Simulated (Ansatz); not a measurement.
# As2 (triplet): the correlation ladder, cc-pVDZ

The task here is to estimate one member of a computed series from the others.

The runs use Ansatz 0.2.0, Gaussian basis; cc-pVDZ, core rule «outside noble gas», up to 28 orbitals frozen.

To be run: UHF; CCSD(T) on ROHF; CCSD(T) on UHF; BCCD(T) on ROHF; CISD; CCSDT(Q) on ROHF; CCSDT(Q) on UHF; CASSCF and MRCISD+Q, 10 electrons in 8 orbitals; CASSCF and NEVPT2, 10 electrons in 8 orbitals.

11 further runs of the same task are left out: 5 that didn't finish, 6 set aside as unsound or not needed.

## The geometry

The geometry is a PBE0/def2-TZVP stationary point (not a proven minimum) of the parent state, kept for this charge and spin. No spin-orbit coupling is included. The filled d shell of As may be among the frozen orbitals whatever the setting's name suggests; the logs give the count.

2 atoms, charge 0, spin multiplicity 3.

Atoms are counted from 1 here; the program's logs count them from 0.

Bond lengths: As1–As2 2.089 Å.

The first run:

File in.yaml:

```yaml
crystal:
  periodic: [false, false, false]
  atoms:
    - {symbol: As, position_ang: [0.000000, 0.000000, 0.000000]}
    - {symbol: As, position_ang: [0.000000, 0.000000, 2.089000]}
basis:
  gaussian: {orbitals: cc-pVDZ}
magnetization: {spin_polarized: true, initial_magnetization: 2}
hamiltonian: {xc: hf}
output: {orbitals: {seedname: orbitals}}
```

The run is started by

```
$ ansatz run in.yaml --threads 1 --pin off --events-out ev --progress --plain --max-ram 2393MiB
```

Steps of the session up to this table: UHF; CCSD(T) on ROHF; CCSD(T) on UHF; BCCD(T) on ROHF; CISD; CCSDT(Q) on ROHF; CCSDT(Q) on UHF; CASSCF and MRCISD+Q, 10 electrons in 8 orbitals; CASSCF and NEVPT2, 10 electrons in 8 orbitals.

One of the session's tables, all rows but one given; the rest of the session is left out.

```
          method  from RCCSDT(Q) (kcal/mol)
            ROHF                    +133.71
             UHF                          ?
            RMP2                     +31.17
            UMP2                     +31.71
            CISD                     +22.64
           RCCSD                     +13.72
           UCCSD                     +13.67
        RCCSD(T)                      +7.68
        UCCSD(T)                      +7.91
         BCCD(T)                      +7.92
          RCCSDT                      +2.28
          UCCSDT                      +2.41
       RCCSDT(Q)                          0
       UCCSDT(Q)                      +0.09
  CASSCF valence                     +94.65
  NEVPT2 valence                     +19.95
  MRCISD valence                      +7.79
MRCISD+Q valence                      +0.57
```

Estimate the missing values for UHF.

The run gave: from RCCSDT(Q) (kcal/mol): +127.66. In the column «from RCCSDT(Q) (kcal/mol)» it lies between CASSCF valence (+94.65) and ROHF (+133.71).

The program flags RCCSDT(Q), UCCSDT(Q) as in doubt (see the logs), so the zero of the table is itself unsure.

To keep in mind: The report flags that the cluster equations may have other roots. The program flags RCCSDT(Q), UCCSDT(Q) as in doubt, so the zero of the table is itself unsure. Warnings: spin contamination; coupled cluster took another determinant than the lowest. Restricted and unrestricted rows rest on different reference determinants; where their highest levels disagree by more than a few hundredths of an eV, they describe different states and don't form one ladder.
